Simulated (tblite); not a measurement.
Settings test, tblite on MgCdSe₂

Simulated with tblite 0.8.0. This is a test of settings. The cell was built from a prototype and was relaxed with r2SCAN in plane waves (Ansatz 0.2.0). It may be hypothetical. All runs are without spin polarisation.

Space group R-3m (No. 166), trigonal; a = 3.951 Å, c = 19.353 Å in the conventional setting, 21.81 Å³ an atom. Mg is surrounded by 6 Se at 2.76 Å; Cd is surrounded by 6 Se at 2.83 Å; Se is surrounded by 3 Mg at 2.76 Å and 3 Cd at 2.83 Å.

The base run uses GFN2-xTB on a cluster of 108 atoms.

```python
import json
from ase import Atoms
from ase.build import make_supercell
from ase.units import Bohr, GPa, Hartree
from tblite.interface import Calculator

atoms = Atoms(['Mg', 'Cd', 'Se', 'Se'],
              cell=[[1.97564701, 1.14064033, 6.45110707], [-1.97564701, 1.14064033, 6.45110707], [0.0, -2.28128066, 6.45110707]],
              scaled_positions=[[1.0, 0.0, 0.0], [0.5, 0.5, 0.5], [0.253335735, 0.253335735, 0.253335735], [0.746664265, 0.746664265, 0.746664265]],
              pbc=True)
cluster = make_supercell(atoms, [[3, -3, 0], [0, 3, -3], [1, 1, 1]])
calc = Calculator('GFN2-xTB', cluster.numbers, cluster.positions / Bohr, lattice=cluster.cell[:] / Bohr, periodic=cluster.pbc)
calc.set('temperature', 0.02 / Hartree)
calc.set('max-iter', 150)
res = calc.singlepoint()
levels = res.get('orbital-energies') * Hartree
nv = round(res.get('orbital-occupations').sum() / 2)
cells = len(cluster) // len(atoms)
out = {'energy_per_cell': res.get('energy') * Hartree / cells, 'homo': levels[nv - 1], 'lumo': levels[nv],
       'stress': (-res.get('virial') * Hartree / cluster.get_volume() / GPa).tolist(), 'charges': res.get('charges')[:len(atoms)].tolist(), 'electrons': 2 * nv / cells}
json.dump(out, open('results.json', 'w'))
for key, value in out.items():
    print(key, value)
```

Command: `python run.py`. It took 16 s on 1 thread of Arm Neoverse V2 (shared host), peak memory 0.19 GiB.

It converged with a gap of 1.54 eV and a pressure of 3.79 GPa (positive in compression). xTB was fitted to molecules, so gaps, charges and pressures of solids can be far off.

Each further run moved one setting: accuracy (scale of the thresholds); mixer-damping (damping of the charge mixer); method (Hamiltonian); temperature (electronic temperature in eV); cluster (size of the cluster in conventional cells). Changes are from the base run, which isn't itself converged in every setting; energies of another Hamiltonian, functional, basis or charge aren't compared, and those at a high electronic temperature are mostly its entropy term.

```tsv
setting	how it ended	gap change (eV)	energy change (meV/atom)	pressure change (GPa)	time (s)
accuracy = 10.0	converged	0.00	0.0	0.00	14
mixer-damping = 0.1	converged	0.00	0.0	0.00	19
method = IPEA1-xTB	converged	-1.54	–	-9.24	5.4
temperature = 2.0 (poor on purpose)	converged	0.48	-2036.1	13.46	20
cluster = 1x1x1 (poor on purpose)	converged	0.25	1639.1	15.91	1.6
```

accuracy = 10.0 changes nothing that matters here. mixer-damping = 0.1 changes nothing that matters here.

The runs are scalar-relativistic, without spin-orbit coupling.
